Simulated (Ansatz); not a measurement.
# C2H8FGaS: the cost of one run

Method: the settings change from run to run; program: Ansatz 0.2.0, Gaussian basis.

## 1. The molecule

The structure was relaxed beforehand with PBE0-D4 in a triple-zeta def2 set.

SMILES `[CH3][Ga-]([CH3])([F])[SH2+]`, 13 atoms, charge 0, spin multiplicity 1.

Atoms are counted from 1 here; the program's logs count them from 0.

Bond lengths: C1–Ga2 1.965 Å, C1–H6 1.092 Å, C1–H7 1.092 Å, C1–H8 1.093 Å, Ga2–C3 1.963 Å, Ga2–F4 1.803 Å, Ga2–S5 2.685 Å, C3–H9 1.093 Å, C3–H10 1.092 Å, C3–H11 1.091 Å, S5–H12 1.346 Å, S5–H13 1.343 Å. Angles: Ga2–C1–H6 111.6°, Ga2–C1–H7 110.6°, Ga2–C1–H8 110.2°, H6–C1–H7 109.0°, H6–C1–H8 107.6°, H7–C1–H8 107.8°, C1–Ga2–C3 131.4°, C1–Ga2–F4 112.5°, C1–Ga2–S5 100.9°, C3–Ga2–F4 112.3°, C3–Ga2–S5 100.1°, F4–Ga2–S5 85.8°, Ga2–C3–H9 110.0°, Ga2–C3–H10 111.6°, Ga2–C3–H11 110.6°, H9–C3–H10 107.9°, H9–C3–H11 107.8°, H10–C3–H11 108.8° and more.

## 2. r2SCAN50/def2-TZVPD

Options: a point charge of -1.00 e beside it.

Input file in.yaml:

```yaml
crystal:
  periodic: [false, false, false]
  atoms:
    - {symbol: C, position_ang: [-1.393342, -1.193465, 0.562046]}
    - {symbol: Ga, position_ang: [-0.094276, -0.102804, -0.429971]}
    - {symbol: C, position_ang: [1.763178, -0.456516, -0.958212]}
    - {symbol: F, position_ang: [-0.887337, 1.120551, -1.490247]}
    - {symbol: S, position_ang: [0.284593, 1.922664, 1.291766]}
    - {symbol: H, position_ang: [-0.987128, -1.531836, 1.517843]}
    - {symbol: H, position_ang: [-2.308314, -0.627393, 0.746106]}
    - {symbol: H, position_ang: [-1.660664, -2.081102, -0.016812]}
    - {symbol: H, position_ang: [1.790884, -1.213467, -1.746120]}
    - {symbol: H, position_ang: [2.355695, -0.825509, -0.118501]}
    - {symbol: H, position_ang: [2.230850, 0.448980, -1.348609]}
    - {symbol: H, position_ang: [-0.107776, 2.647950, 0.227842]}
    - {symbol: H, position_ang: [-0.966064, 1.857148, 1.777570]}
basis:
  gaussian: {orbitals: def2-TZVPD, point_charges: [{charge: -1.00, position_ang: [5.114, -0.029, -0.623]}]}
hamiltonian: {xc: {name: r2SCAN50}}
```

On the command line:

```
> ansatz run in.yaml --threads 4 --pin off --events-out ev --progress --plain --max-ram 11315MiB
```

**Question.** How long does this run take on 4 threads of Intel Xeon 6975P-C, shared host, and how much memory does it need?

About 3.8 s, with a peak of 0.87 GiB.
